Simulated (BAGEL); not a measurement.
**CH3BF2O (SMILES OCB(F)F) at HF/6-31G(d) (density fitting with qzvpp-jkfit, spherical functions)**

Aim: the energy change on altering one bond length of CH3BF2O at HF/6-31G* (density fitting with qzvpp-jkfit, spherical functions), from 2 runs. 

The results are computed with BAGEL 1.2.2.

31 further runs of the same task are left out: 31 set aside as unsound or not needed.

### Step 1. The molecule

CH3BF2O has 8 atoms, charge 0, and is taken as a singlet. SMILES: `OCB(F)F`. Geometry: relaxed at GFN2-xTB. This is one conformer, not always the lowest.

Bond lengths: O1–C2 1.415 Å, C2–B3 1.591 Å, B3–F4 1.319 Å, B3–F5 1.307 Å, O1–H6 0.964 Å, C2–H7 1.102 Å, C2–H8 1.102 Å. Angles: O1–C2–B3 112.6°, C2–B3–F4 120.0°, C2–B3–F5 125.5°, F4–B3–F5 114.5°, O1–C2–H7 110.5°, O1–C2–H8 110.5°, B3–C2–H7 108.6°, B3–C2–H8 108.6°, C2–O1–H6 109.2°, H7–C2–H8 105.8°.

### Step 2. The energy at HF/6-31G(d) (density fitting with qzvpp-jkfit, spherical functions)

hf.json reads:

```json
{ "bagel" : [

{
  "title" : "molecule",
  "basis" : "6-31gs.json",
  "df_basis" : "qzvpp-jkfit",
  "angstrom" : "true",
  "geometry" : [
    { "atom" : "O", "xyz" : [   -1.194280,   -0.826910,    0.363320 ] },
    { "atom" : "C", "xyz" : [   -0.272510,    0.244210,    0.281950 ] },
    { "atom" : "B", "xyz" : [    0.974390,   -0.093080,   -0.646240 ] },
    { "atom" : "F", "xyz" : [    1.926320,    0.802610,   -0.822780 ] },
    { "atom" : "F", "xyz" : [    1.159350,   -1.215560,   -1.289860 ] },
    { "atom" : "H", "xyz" : [   -1.925690,   -0.571930,    0.936870 ] },
    { "atom" : "H", "xyz" : [   -0.765780,    1.149030,   -0.107450 ] },
    { "atom" : "H", "xyz" : [    0.098190,    0.511620,    1.284190 ] }
  ]
},
{ "title" : "hf", "charge" : 0 },
{ "title" : "print", "file" : "orbitals.molden", "orbitals" : "true" }

]}
```

The basis set 6-31G* is read from a file made from the Basis Set Exchange's data (not shown).

The run is started by

```sh
$ BAGEL_NUM_THREADS=1 BAGEL hf.json > hf.out
```

Output:

```text
* using 1 threads per process

  ===============================================================
  ===============================================================

  *** Geometry ***

  { "atom" : "O", "xyz" : [     -2.256862,     -1.562633,      0.686575 ] },
  { "atom" : "C", "xyz" : [     -0.514969,      0.461490,      0.532808 ] },
  { "atom" : "B", "xyz" : [      1.841330,     -0.175896,     -1.221217 ] },
  { "atom" : "F", "xyz" : [      3.640217,      1.516713,     -1.554829 ] },
  { "atom" : "F", "xyz" : [      2.190854,     -2.297075,     -2.437482 ] },
  { "atom" : "H", "xyz" : [     -3.639027,     -1.080791,      1.770428 ] },
  { "atom" : "H", "xyz" : [     -1.447114,      2.171352,     -0.203051 ] },
  { "atom" : "H", "xyz" : [      0.185552,      0.966822,      2.426767 ] },

  Number of auxiliary basis functions:      435

  Since a DF basis is specified, we compute 2- and 3-index integrals:
    o Being stored without compression. Storage requirement is 0.020 GB

  Number of basis functions:       76
  Number of electrons      :       40

    * METHOD: MOLECULE                             0.35

  *** RHF ***

  === Nuclear Repulsion ===
   166.2669820064

      * DIIS with orbital gradients will be used.

  === RHF iteration (6-31gs.json) ===
      0       -337.88510064          0.02517339           0.06
      1       -338.06376828          0.01520550           0.05
      2       -338.14644201          0.00154997           0.05
      3       -338.14770475          0.00032582           0.05
      4       -338.14775719          0.00008554           0.05
      5       -338.14776171          0.00002425           0.05
      6       -338.14776206          0.00000993           0.05
      7       -338.14776212          0.00000218           0.06
      8       -338.14776212          0.00000074           0.05
      9       -338.14776212          0.00000027           0.05
     10       -338.14776212          0.00000010           0.05
     11       -338.14776212          0.00000003           0.05
     12       -338.14776212          0.00000001           0.05
     13       -338.14776212          0.00000000           0.05
    * SCF iteration converged.

    * Permanent dipole moment:
           (    0.578403,    -0.720860,    -0.697858) a.u.

    * METHOD: HF                                   0.94

    * METHOD: PRINT                                0.01

  ===============================================================
```

Wall time 1.6 s (1 thread of Intel Xeon Platinum 8259CL at 2.50GHz (Skylake/Cascade Lake), shared host); peak memory 0.095 GiB.

### Step 3. The distorted shape

input.json reads:

```json
{ "bagel" : [

{
  "title" : "molecule",
  "basis" : "6-31gs.json",
  "df_basis" : "qzvpp-jkfit",
  "angstrom" : true,
  "geometry" : [
    { "atom" : "O", "xyz" : [      -1.305485,      -0.907129,       0.062661 ] },
    { "atom" : "C", "xyz" : [      -0.383715,       0.163991,      -0.018709 ] },
    { "atom" : "B", "xyz" : [       0.863185,      -0.173299,      -0.946899 ] },
    { "atom" : "F", "xyz" : [       1.815115,       0.722391,      -1.123439 ] },
    { "atom" : "F", "xyz" : [       1.048145,      -1.295779,      -1.590519 ] },
    { "atom" : "H", "xyz" : [      -2.036895,      -0.652149,       0.636211 ] },
    { "atom" : "H", "xyz" : [      -0.876985,       1.068811,      -0.408109 ] },
    { "atom" : "H", "xyz" : [       0.098190,       0.511620,       1.284190 ] }
  ]
},

{ "title" : "hf" },

{ "title" : "print", "file" : "orbitals.molden", "orbitals" : true }

]}
```

The basis set 6-31G* is read from a file made from the Basis Set Exchange's data (not shown).

The run is started by

```sh
$ BAGEL_NUM_THREADS=1 BAGEL input.json > input.out
```

Output:

```text
* using 1 threads per process

  ===============================================================
  ===============================================================

  *** Geometry ***

  { "atom" : "O", "xyz" : [     -2.467009,     -1.714225,      0.118412 ] },
  { "atom" : "C", "xyz" : [     -0.725116,      0.309898,     -0.035355 ] },
  { "atom" : "B", "xyz" : [      1.631183,     -0.327488,     -1.789380 ] },
  { "atom" : "F", "xyz" : [      3.430070,      1.365121,     -2.122992 ] },
  { "atom" : "F", "xyz" : [      1.980707,     -2.448667,     -3.005645 ] },
  { "atom" : "H", "xyz" : [     -3.849174,     -1.232383,      1.202265 ] },
  { "atom" : "H", "xyz" : [     -1.657261,      2.019760,     -0.771214 ] },
  { "atom" : "H", "xyz" : [      0.185552,      0.966822,      2.426767 ] },

  Number of auxiliary basis functions:      435

  Since a DF basis is specified, we compute 2- and 3-index integrals:
    o Being stored without compression. Storage requirement is 0.020 GB

  Number of basis functions:       76
  Number of electrons      :       40

    * METHOD: MOLECULE                             0.26

  *** RHF ***

  === Nuclear Repulsion ===
   164.9963165537

      * DIIS with orbital gradients will be used.

  === RHF iteration (6-31gs.json) ===
      0       -337.83620740          0.02538860           0.08
      1       -338.01804092          0.01553254           0.07
      2       -338.10509331          0.00165098           0.06
      3       -338.10661000          0.00039314           0.05
      4       -338.10668759          0.00010717           0.05
      5       -338.10669523          0.00003061           0.05
      6       -338.10669586          0.00001239           0.05
      7       -338.10669596          0.00000289           0.05
      8       -338.10669597          0.00000098           0.05
      9       -338.10669597          0.00000037           0.05
     10       -338.10669597          0.00000014           0.05
     11       -338.10669597          0.00000005           0.05
     12       -338.10669597          0.00000002           0.05
     13       -338.10669597          0.00000001           0.05
    * SCF iteration converged.

    * Permanent dipole moment:
           (    0.673132,    -0.659985,    -0.546008) a.u.

    * METHOD: HF                                   0.96

    * METHOD: PRINT                                0.01

  ===============================================================
```

It took 1.5 s on 1 thread of Intel Xeon Platinum 8259CL at 2.50GHz (Skylake/Cascade Lake), shared host; peak memory 0.097 GiB.

### Step 4. Results

Level: HF/6-31G* (density fitting with qzvpp-jkfit, spherical functions).

| quantity | value |
| --- | --- |
| first shape: total energy | -338.14776 Eh |
| first shape: dipole moment | 2.94 D |
| first shape: HOMO energy | -12.46 eV |
| first shape: LUMO energy | 4.83 eV |
| first shape: HOMO–LUMO gap | 17.28 eV |
| distorted shape: total energy | -338.10670 Eh |
| distorted shape: dipole moment | 2.77 D |
| distorted shape: HOMO energy | -11.87 eV |
| distorted shape: LUMO energy | 4.03 eV |
| distorted shape: HOMO–LUMO gap | 15.90 eV |
| energy change with the C2–H8 bond stretched from 1.102 to 1.432 Å | 1.117 eV |

In words: With the C2–H8 bond stretched from 1.102 to 1.432 Å the energy rises by 1.12 eV (26 kcal/mol). The first shape isn't relaxed at this level, so the change isn't measured from a minimum.
